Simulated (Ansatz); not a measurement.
# SrC2: squeezing one contact

One table from this session's results is given with a row withheld; the runs are named, their logs left out.

Method: DFT PBEsol, with the methods named in each step, in Ansatz 0.2.0.

2 further runs of the same task are left out: 2 that didn't finish. Runs told in other sessions of the task aren't counted.

### The system as given

The structure is tetragonal, space group I4/mmm (No. 139). Conventional cell: a = 4.098 Å, b = 4.098 Å, c = 6.813 Å, α = 90.00°, β = 90.00°, γ = 90.00°. Sr (site symmetry 4/mmm) is surrounded by 10 C at 2.78 to 2.96 Å. Around C (site symmetry 4mm) lie 1 C at 1.25 Å.

Structure file:

```
Sr C
1.0
    -2.04889    2.04889    3.40667
     2.04889   -2.04889    3.40667
     2.04889    2.04889   -3.40667
Sr C
1 2
Direct
  0.00000 0.00000 0.00000
  0.40793 0.40793 0.00000
  0.59207 0.59207 0.00000
```

Atoms are numbered in the order of the input: Sr1, C2, C3.

The first run:

input.yaml

```yaml
crystal:
  lattice:
    - [-2.0488908708, 2.0488908708, 3.4066710956]
    - [2.0488908708, -2.0488908708, 3.4066710956]
    - [2.0488908708, 2.0488908708, -3.4066710956]
  atoms:
    - { symbol: Sr, position: [0.0, 0.0, 0.0] }
    - { symbol: C, position: [0.40792644, 0.40792644, 0.0] }
    - { symbol: C, position: [0.59207356, 0.59207356, 0.0] }
kpoints:
  mp_grid: { grid: [8, 8, 8] }
scf:
  occupations: { method: fermi_dirac, width: 0.03 }
hamiltonian:
  xc: pbesol
  pseudopotentials: { kind: paw }
output:
  forces: true
  stress: true
  eigenvalues: true
  populations: true
```

The run is started by

```sh
ansatz run input.yaml --threads 1 --pin off --max-ram 3072MiB --backend cpu --events-out ev --progress --plain --runs-dir out
```

Among the steps run: Shortest bond scaled by 1, PAW; Shortest bond scaled by 1.05, PAW; Shortest bond scaled by 0.95, PAW; Shortest bond scaled by 0.8, PAW; Shortest bond scaled by 0.62, PAW; Shortest bond scaled by 0.62, PAW (source ansatz).

One table of the session follows, with a row left open; its other results are not shown here.

```
             method  length (Å)  F from the given length (eV/cell)  force along the bond (eV/Å)  pressure (GPa)  gap on the k mesh (eV)  largest force (eV/Å)
                PAW       0.778                             26.215                      173.525          120.03                    2.03               173.525
                PAW       1.004                                  ?                            ?               ?                       ?                     ?
                PAW       1.192                              0.211                        6.525            4.82                    1.79                 6.525
                PAW       1.255                              0.000                        0.545           -1.14                    1.56                 0.545
                PAW       1.317                              0.104                       -3.585           -5.52                    1.32                 3.585
PAW (source ansatz)       0.778                                  –                      181.689          125.35                    2.28               181.689
```

Q: Estimate the row for PAW, 1.004 from the others.

As computed: F from the given length (eV/cell): 4.346; force along the bond (eV/Å): 43.520; pressure (GPa): 36.36; gap on the k mesh (eV): 2.34; largest force (eV/Å): 43.520.
